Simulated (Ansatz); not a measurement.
**C₂H₈BNSi: ionisation energy by level of theory**

The task here is to estimate one member of a computed series from the others.

Program: Ansatz 0.2.0, Gaussian basis. Level of theory: unrestricted cation, the program's frozen cores in correlated methods. These are calculated values, not measurements.

Plan: UKS PBE-D4/def2-TZVPP; UKS r2SCAN-D4/def2-TZVPP; UKS PBE0-D4/def2-TZVPP; UKS B3LYP-D4/def2-TZVPP; UKS wB97X-V/def2-TZVPP; UKS wB97M-V/def2-TZVPP; UKS B2PLYP/def2-TZVPP; UHF-CCSD(T)/def2-TZVPP; UHF-MP2/def2-QZVPP; extrapolation to the limit; then −ε(HOMO) from the neutral's earlier runs with LDA (SPW92), PBE-D4, revPBE-D4, BLYP-D4, r2SCAN-D4, B97M-V, PBE0-D4, B3LYP-D4, r2SCANh-D4, r2SCAN0-D4, HSE06-D4, BHLYP-D4, CAM-B3LYP-D4, LC-ωPBE, ωB97X-V, ωB97M-V.

### The relaxed structure

The geometry comes from an earlier relaxation with PBE0-D4 in a triple-zeta def2 set; it is a stationary point, not always the lowest conformer.

SMILES `BN([SiH3])C=C`, 13 atoms, charge 0, spin multiplicity 1.

Atoms are counted from 1 here; the program's logs count them from 0.

Bond lengths: B1–N2 1.408 Å, B1–H6 1.197 Å, B1–H7 1.194 Å, N2–Si3 1.765 Å, N2–C4 1.404 Å, Si3–H8 1.485 Å, Si3–H9 1.478 Å, Si3–H10 1.485 Å, C4–C5 1.329 Å, C4–H11 1.086 Å, C5–H12 1.084 Å, C5–H13 1.081 Å. Angles: N2–B1–H6 118.8°, N2–B1–H7 119.4°, H6–B1–H7 121.8°, B1–N2–Si3 121.0°, B1–N2–C4 120.1°, Si3–N2–C4 118.9°, N2–Si3–H8 109.8°, N2–Si3–H9 107.3°, N2–Si3–H10 109.8°, H8–Si3–H9 110.7°, H8–Si3–H10 108.6°, H9–Si3–H10 110.7°, N2–C4–C5 126.1°, N2–C4–H11 113.4°, C5–C4–H11 120.5°, C4–C5–H12 123.2°, C4–C5–H13 119.8°, H12–C5–H13 117.0°.

The first run:

Contents of in.yaml:

```yaml
crystal:
  periodic: [false, false, false]
  atoms:
    - {symbol: B, position_ang: [-1.676447, 0.847261, 0.485624]}
    - {symbol: N, position_ang: [-0.455431, 0.235020, 0.145483]}
    - {symbol: Si, position_ang: [0.923693, 0.286505, 1.246290]}
    - {symbol: C, position_ang: [-0.319210, -0.429258, -1.083581]}
    - {symbol: C, position_ang: [0.772919, -1.045068, -1.524005]}
    - {symbol: H, position_ang: [-2.586572, 0.788571, -0.290273]}
    - {symbol: H, position_ang: [-1.778394, 1.409052, 1.534721]}
    - {symbol: H, position_ang: [1.327780, -1.095369, 1.609783]}
    - {symbol: H, position_ang: [0.501810, 1.039019, 2.445787]}
    - {symbol: H, position_ang: [2.070456, 0.957421, 0.583133]}
    - {symbol: H, position_ang: [-1.220472, -0.405734, -1.688797]}
    - {symbol: H, position_ang: [1.695905, -1.095747, -0.957195]}
    - {symbol: H, position_ang: [0.764462, -1.526472, -2.492171]}
basis:
  gaussian: {orbitals: def2-TZVPP}
total_charge: 1
magnetization: {spin_polarized: true, initial_magnetization: 1}
hamiltonian: {xc: pbe, dispersion: d4}
```

The run is started by

```sh
> ansatz run in.yaml --threads 2 --pin off --events-out ev --progress --plain --max-ram 22528MiB --backend cuda --devices 0, --max-vram 18GiB
```

Among the steps run: Cation, UKS PBE-D4/def2-TZVPP; Cation, UKS r2SCAN-D4/def2-TZVPP; Cation, UKS PBE0-D4/def2-TZVPP; Cation, UKS B3LYP-D4/def2-TZVPP; Cation, UKS wB97X-V/def2-TZVPP; Cation, UKS wB97M-V/def2-TZVPP; Cation, UKS B2PLYP (frozen core)/def2-TZVPP; Cation, UHF-CCSD(T)/def2-TZVPP; Cation, UHF-MP2/def2-QZVPP.

One table of the session follows, with a row left open; its other results are not shown here.

It belongs to the step «Ionisation energies side by side». For comparison, −ε(HOMO) of the neutral from earlier runs:

| functional | −ε(HOMO) (eV) |
| --- | --- |
| LDA (SPW92) | 6.27 |
| PBE-D4 | 6.06 |
| revPBE-D4 | 5.98 |
| BLYP-D4 | 5.88 |
| r2SCAN-D4 | 6.21 |
| B97M-V | ? |
| PBE0-D4 | 7.08 |
| B3LYP-D4 | 6.86 |
| r2SCANh-D4 | 6.60 |
| r2SCAN0-D4 | 7.20 |
| HSE06-D4 | 6.68 |
| BHLYP-D4 | 7.95 |
| CAM-B3LYP-D4 | 8.34 |
| LC-ωPBE | 9.70 |
| ωB97X-V | 9.32 |
| ωB97M-V | 9.27 |

**Question.** Estimate the row for B97M-V.

The run gave: −ε(HOMO) (eV): 6.26. In the column «−ε(HOMO) (eV)» it lies between r2SCAN-D4 (6.21) and LDA (SPW92) (6.27).
